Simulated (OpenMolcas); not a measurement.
**VF5 (SMILES [F][V]([F])([F])([F])[F]): BHLYP/ANO-S-VDZP (Cholesky decomposition)**

What is the vertical ionisation energy of VF5 at BHLYP/ANO-S-VDZP (Cholesky decomposition)? 

Program for the calculation: OpenMolcas 26.06.

### Step 1. Starting point

VF5 has 6 atoms, charge 0, and is taken as a singlet. SMILES: `[F][V]([F])([F])([F])[F]`. Geometry: a GFN2-xTB relaxation, a rough one for these elements and not checked as a minimum.

Bond lengths: F1–V2 1.643 Å, V2–F3 1.651 Å, V2–F4 1.651 Å, V2–F5 1.643 Å, V2–F6 1.652 Å. Angles: F1–V2–F3 90.1°, F1–V2–F4 89.9°, F1–V2–F5 179.9°, F1–V2–F6 90.1°, F3–V2–F4 120.5°, F3–V2–F5 89.9°, F3–V2–F6 119.6°, F4–V2–F5 90.0°, F4–V2–F6 119.9°, F5–V2–F6 90.0°.

### Step 2. The energy at BHLYP/ANO-S-VDZP (Cholesky decomposition)

job.input reads:

```
>>> EXPORT MOLCAS_PRINT=2
&GATEWAY
Coord
6
angstrom
F       -0.617950      -1.184960       0.956100
V       -0.000150      -0.001480      -0.001140
F        1.493250      -0.698030       0.097800
F       -1.046130      -0.430790      -1.203840
F        0.616540       1.180370      -0.960970
F       -0.445550       1.134880       1.112050
Basis = ANO-S-VDZP
Group = NoSym
&SEWARD
Low
&SCF
KSDFT = HYB_GGA_XC_BHANDHLYP
PrOrbitals = 1 1
```

Launch:

```console
$ export MOLCAS_MEM=1860
$ pymolcas job.input > job.log
```

Output:

```text
--- Start Module: gateway ---
[...]
--- Stop Module: gateway /rc=_RC_ALL_IS_WELL_ ---
--- Start Module: seward ---
[...]
      Basis functions          104
--- Stop Module: seward /rc=_RC_ALL_IS_WELL_ ---
[...]
--- Start Module: scf ---
[...]
       Convergence after  14 Iterations
[...]
::    Total KS-DFT energy                           -1443.2614491057
[...]
      Total spin, S                                     0.0000000000
[...]
      Total electronic charge=   68.000000
      Total            charge=   -0.000000
[...]
      Dipole Moment (debye):
      Origin of the operator (angstrom)=   -0.0000   -0.0003   -0.0002
                   X=  2.7380E-04               Y= -1.4890E-02               Z= -1.1657E-02           Total=  1.8912E-02
      Quadrupole Moment (debye*angstrom):
[...]
--- Stop Module: scf /rc=_RC_ALL_IS_WELL_ ---
[...]
```

Run time: 17 s. Hardware: 1 thread of Arm Neoverse V2, shared host; peak memory 0.082 GiB.

### Step 3. The doublet cation, same level

job.inp reads:

```
* F5V Kohn-Sham DFT
&GATEWAY
COORD
6
angstrom
F       -0.617950      -1.184960       0.956100
V       -0.000150      -0.001480      -0.001140
F        1.493250      -0.698030       0.097800
F       -1.046130      -0.430790      -1.203840
F        0.616540       1.180370      -0.960970
F       -0.445550       1.134880       1.112050
BASIS=ANO-S-VDZP
GROUP=NoSym
&SEWARD
LOW
&SCF
UHF
CHARGE=1
SPIN=2
KSDFT=HYB_GGA_XC_BHANDHLYP
PRORBITALS=1 1
```

Launch:

```console
$ export MOLCAS_MEM=1860
$ pymolcas job.inp > job.log
```

Output:

```text
--- Start Module: gateway ---
[...]
--- Stop Module: gateway /rc=_RC_ALL_IS_WELL_ ---
--- Start Module: seward ---
[...]
      Basis functions          104
--- Stop Module: seward /rc=_RC_ALL_IS_WELL_ ---
[...]
--- Start Module: scf ---
[...]
       Convergence after  64 Iterations
[...]
::    Total KS-DFT energy                           -1442.6854009041
[...]
      Total spin, S                                     0.5362072852
[...]
      Total electronic charge=   67.000000
      Total            charge=    1.000000
[...]
      Dipole Moment (debye):
      Origin of the operator (angstrom)=   -0.0000   -0.0003   -0.0002
                   X= -1.6594E+00               Y= -1.7948E+00               Z=  4.1885E-02           Total=  2.4447E+00
      Center of Charge (angstrom)
[...]
--- Stop Module: scf /rc=_RC_ALL_IS_WELL_ ---
[...]
```

It took 79 s on 1 thread of Arm Neoverse V2, shared host; peak memory 0.082 GiB.

### Step 4. Outcome

Level: BHLYP/ANO-S-VDZP (Cholesky decomposition).

| quantity | value |
| --- | --- |
| singlet VF5: total energy | -1443.26145 Eh |
| singlet VF5: dipole moment | 0.02 D |
| singlet VF5: HOMO energy | -14.80 eV |
| singlet VF5: LUMO energy | -4.60 eV |
| singlet VF5: HOMO–LUMO gap | 10.19 eV |
| doublet cation: total energy | -1442.68540 Eh |
| doublet cation: HOMO energy (highest over α and β) | -21.13 eV |
| doublet cation: LUMO energy (lowest over α and β) | -16.48 eV |
| doublet cation: ⟨S²⟩ | 0.824 |
| vertical ionisation energy (to the doublet cation) | 15.675 eV |

In words: The vertical ionisation energy comes to 15.68 eV (361 kcal/mol). The negative HOMO energy of the first species, 14.80 eV, lies 0.88 eV below that difference. Mulliken charges (doublet cation) run from -0.24 on F6 to +1.75 on V2.
